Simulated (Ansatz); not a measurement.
# Cl2GaH5NP: the cost of one run

All numbers below are computed with Ansatz 0.2.0 (RKS PBE0-D4/def2-SVP).

**1. The structure to begin with**

Bond lengths: Ga1–Cl2 2.590 Å, Ga1–Cl3 2.240 Å, Ga1–N4 1.930 Å, N4–H5 1.060 Å, N4–H6 1.060 Å, Ga1–P7 2.590 Å, P7–H8 1.420 Å, P7–H9 1.420 Å, Cl2–H10 1.549 Å, P7–H10 1.612 Å. Angles (14 of 17 angles, heavy atoms first): Cl2–Ga1–Cl3 120.0°, Cl2–Ga1–N4 120.0°, Cl2–Ga1–P7 71.6°, Cl3–Ga1–N4 120.0°, Cl3–Ga1–P7 96.8°, N4–Ga1–P7 101.3°, Ga1–Cl2–H10 71.1°, Ga1–N4–H5 120.0°, Ga1–N4–H6 120.0°, Ga1–P7–H8 109.5°, Ga1–P7–H9 109.5°, Ga1–P7–H10 70.4°, Cl2–H10–P7 146.9°, H5–N4–H6 120.0°.

Coordinates:

```xyz
10

Ga    0.0000    0.0000    0.0000
Cl    0.0000    0.0000    2.5900
Cl    1.9398    0.0000   -1.1200
N    -1.6714    0.0000   -0.9650
H    -2.3403   -0.8164   -0.8664
H    -1.9204    0.8164   -1.5936
P     0.1161    2.4551    0.8167
H     0.6765    2.4949    2.1208
H     0.9275    3.2117   -0.0697
H     0.0692    1.4638    2.0875
```

**2. A restrained relaxation towards end A**

Springs on the bonds that form and break draw the guess towards this end; the thresholds are loose.

Contents of input.yaml:

```yaml
crystal:
  periodic: [false, false, false]
  atoms:
    - { symbol: Ga, position_ang: [0.0, 0.0, 0.0] }
    - { symbol: Cl, position_ang: [0.0, 0.0, 2.59] }
    - { symbol: Cl, position_ang: [1.9398, 0.0, -1.12] }
    - { symbol: "N", position_ang: [-1.6714, 0.0, -0.965] }
    - { symbol: H, position_ang: [-2.3403, -0.8164, -0.8664] }
    - { symbol: H, position_ang: [-1.9204, 0.8164, -1.5936] }
    - { symbol: P, position_ang: [0.1161, 2.4551, 0.8167] }
    - { symbol: H, position_ang: [0.6765, 2.4949, 2.1208] }
    - { symbol: H, position_ang: [0.9275, 3.2117, -0.0697] }
    - { symbol: H, position_ang: [0.0692, 1.4638, 2.0875] }
basis:
  gaussian: { orbitals: def2-SVP }
hamiltonian:
  xc: pbe0
  dispersion: d4
relax:
  f_tol: 0.15
  max_steps: 25
  restrain:
    - { distance: [0, 6], at: 3.49, k: 30.0 }
    - { distance: [9, 1], at: 2.57, k: 30.0 }
    - { distance: [0, 1], at: 2.24, k: 30.0 }
    - { distance: [9, 6], at: 1.42, k: 30.0 }
```

Run with:

```sh
$ ansatz run input.yaml --threads 4 --pin off --max-ram 5120MiB --backend cpu --events-out ev --progress --plain --runs-dir out
```

**Question.** How long does this run take on 4 threads of Arm Neoverse V2, shared host, and how much memory does it need?

About 32 s, with a peak of 0.36 GiB.
